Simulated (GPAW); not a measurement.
Runs of GPAW 26.7.0 on BeCr3. It takes space group Pm-3m (No. 221, cubic). Conventional cell: a = 3.511 Å, b = 3.511 Å, c = 3.511 Å, α = 90.00°, β = 90.00°, γ = 90.00°. Cr (site symmetry 4/mmm) has 8 Cr at 2.48 Å and 4 Be at 2.48 Å as nearest neighbours. Be (site symmetry m-3m) is surrounded by 12 Cr at 2.48 Å. The cell comes from a database or a generator and needn't be the stable form of this composition.

| U | gap on the mesh (eV) | pressure (GPa) | moment (μB) | relaxed volume (Å³/atom) |
| --- | --- | --- | --- | --- |
| Cr d U = 6 eV | none | 0.0 | 14.21 | 17.98 |
| Cr d U = 3 eV | none | -0.1 | (c) | 16.93 |
| Cr d U = 8 eV | none | 0.0 | 14.65 | 18.71 |
| Cr d U = 5 eV | none | 0.0 | (a) | (b) |

Alike in all rows: task relaxation of cell and atoms; level PBEsol+U; potentials or basis PAW data sets generated in the run's folder for this functional, pw; spin collinear, ferromagnetic start; cell relaxed; k mesh 6 × 6 × 6; cutoff (eV) 800; smearing fermi-dirac 0.05 eV.

Q: Estimate the missing entries.

A: (a) 13.99; (b) 17.62; (c) 13.53.

Caveats: each step starts from the last one's moments, so a moment once lost doesn't come back; later steps reuse the first step's grids; the electronic state changed during the relaxation; the volume moved by over 15 % at a fixed basis, so the end points are rough; the U is typed as a test and isn't derived for this compound.

A gap of «none» marks a metal or a gap under the smearing width.

Runs at the PBE level aren't shown here.
